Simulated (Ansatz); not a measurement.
# K+ with HCl: structure and interaction energy

An exercise on one series of results from a longer session: the logs are not shown, and one member is left open.

Method: PBE0-D4 structure, single points in def2-TZVPPD; program: Ansatz 0.2.0, Gaussian basis.

Levels: PBE-D4, revPBE-D4, BLYP-D4, r2SCAN-D4, B97M-V, PBE0-D4, B3LYP-D4, HSE06-D4, wB97X-V, wB97M-V, B2PLYP, Hartree-Fock, MP2, CCSD, CCSD(T). The reference is CCSD(T) extrapolated to the basis limit. For elements past Ar these valence bases correlate outer-core shells poorly and lack relativity, so that limit is rough.

Cores are frozen in the correlated methods. The outer core shell of Li, Na, Mg and K is correlated. B3LYP uses VWN-RPA correlation. B2PLYP carries no dispersion term here.

164 further runs of the same task are left out: 1 that didn't finish, 163 set aside as unsound or not needed.

## Where the work starts

The pair, from a GFN2-xTB docking trial: 3 atoms, charge 1, spin multiplicity 1.

Atoms are counted from 1 here; the program's logs count them from 0.

Bond lengths: K1–Cl2 2.882 Å, Cl2–H3 1.265 Å. Angles: K1–Cl2–H3 141.5°.

Geometry (Å):

```
K     0.08010   -0.14960   -2.26050
Cl    0.13610   -0.25420    0.61930
H    -0.21620    0.40370    1.64120
```

Atoms 1 to 1 are fragment A (K+), the rest fragment B (HCl).

Set-up of the first run:

pre/in.yaml

```yaml
crystal:
  periodic: [false, false, false]
  atoms:
    - {symbol: K, position_ang: [0.080100, -0.149600, -2.260500]}
    - {symbol: Cl, position_ang: [0.136100, -0.254200, 0.619300]}
    - {symbol: H, position_ang: [-0.216200, 0.403700, 1.641200]}
basis:
  gaussian: {orbitals: def2-SVP}
total_charge: 1
hamiltonian: {xc: pbe, dispersion: d4}
relax: {f_tol: 0.03, max_steps: 250}
```

Run with:

```console
> ansatz run in.yaml --threads 2 --pin off --events-out ev --progress --plain --max-ram 5222MiB
```

Steps of the session up to this table: A first relaxation in a small basis; Relaxation at PBE0-D4; wB97X-V/def2-TZVPPD; wB97M-V/def2-TZVPPD; B2PLYP/def2-TZVPPD; B97M-V/def2-TZVPPD; CCSD(T)/def2-TZVPPD; Vibrations of the pair.

One table of the session follows, with a row left open; its other results are not shown here.

```
      method  interaction (kJ/mol)
      PBE-D4                     ?
   revPBE-D4                -29.16
     BLYP-D4                -30.56
   r2SCAN-D4                -29.08
      B97M-V                -29.60
     PBE0-D4                -30.64
    B3LYP-D4                -30.98
    HSE06-D4                -30.71
     wB97X-V                -29.79
     wB97M-V                -29.65
      B2PLYP                -27.68
Hartree-Fock                -24.44
         MP2                -27.47
        CCSD                -26.29
     CCSD(T)                -26.53
 CCSD(T)/CBS                -29.82
```

Estimate the missing values for PBE-D4.

As computed: interaction (kJ/mol): -31.26. In the column «interaction (kJ/mol)» it is the lowest.
